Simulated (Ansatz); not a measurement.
# AlGaHO (quartet): wave-function methods side by side, cc-pVDZ

The task here is to estimate one member of a computed series from the others.

Method: cc-pVDZ, core rule «outside noble gas», up to 20 orbitals frozen; program: Ansatz 0.2.0, Gaussian basis.

The runs, in order: UHF; CCSD(T) on ROHF; CCSD(T) on UHF; BCCD(T) on ROHF; CISD; CCSDT(Q) on ROHF; CCSDT(Q) on UHF.

28 further runs of the same task are left out: 1 for a known fault of the program, 11 that didn't finish, 16 set aside as unsound or not needed.

## The system

The geometry is a PBE0/def2-TZVP stationary point (not a proven minimum). No spin-orbit coupling is included. The filled d shell of Ga may be among the frozen orbitals whatever the setting's name suggests; the logs give the count.

4 atoms, charge 0, spin multiplicity 4.

Atoms are counted from 1 here; the program's logs count them from 0.

Bond lengths: Ga1–Al2 2.313 Å, Al2–O3 1.646 Å, O3–H4 0.946 Å. Angles: Ga1–Al2–O3 180.0°, Al2–O3–H4 180.0°.

Set-up of the first run:

in.yaml

```yaml
crystal:
  periodic: [false, false, false]
  atoms:
    - {symbol: Ga, position_ang: [0.000000, 0.000000, -2.794000]}
    - {symbol: Al, position_ang: [0.000000, 0.000000, -0.481200]}
    - {symbol: O, position_ang: [0.000000, 0.000000, 1.164800]}
    - {symbol: H, position_ang: [0.000000, 0.000000, 2.110400]}
basis:
  gaussian: {orbitals: cc-pVDZ}
magnetization: {spin_polarized: true, initial_magnetization: 3}
hamiltonian: {xc: hf}
output: {orbitals: {seedname: orbitals}}
```

Started as:

```console
$ ansatz run in.yaml --threads 1 --pin off --events-out ev --progress --plain --max-ram 2393MiB
```

Steps of the session up to this table: UHF; CCSD(T) on ROHF; CCSD(T) on UHF; BCCD(T) on ROHF; CISD; CCSDT(Q) on ROHF; CCSDT(Q) on UHF.

One table of the session follows, with a row left open; its other results are not shown here.

| method | from UCCSDT(Q) (kcal/mol) |
| --- | --- |
| ROHF | +186.06 |
| UHF | +183.93 |
| RMP2 | ? |
| UMP2 | +19.06 |
| RCCSD | +6.61 |
| UCCSD | +6.21 |
| RCCSD(T) | +1.66 |
| UCCSD(T) | +1.31 |
| BCCD(T) | +1.62 |
| RCCSDT | +0.93 |
| UCCSDT | +0.57 |
| RCCSDT(Q) | +0.40 |
| UCCSDT(Q) | 0 |

Q: Estimate the row for RMP2 from the others.

As computed: from UCCSDT(Q) (kcal/mol): +19.18. In the column «from UCCSDT(Q) (kcal/mol)» it lies between UMP2 (+19.06) and UHF (+183.93).

Not comparable, so not listed: CISD (they don't share determinant, frozen orbitals or solution with the rows shown, or repeat one).

Caveats from the session: Restricted and unrestricted rows rest on different reference determinants; where their highest levels disagree by more than a few hundredths of an eV, they describe different states and don't form one ladder.
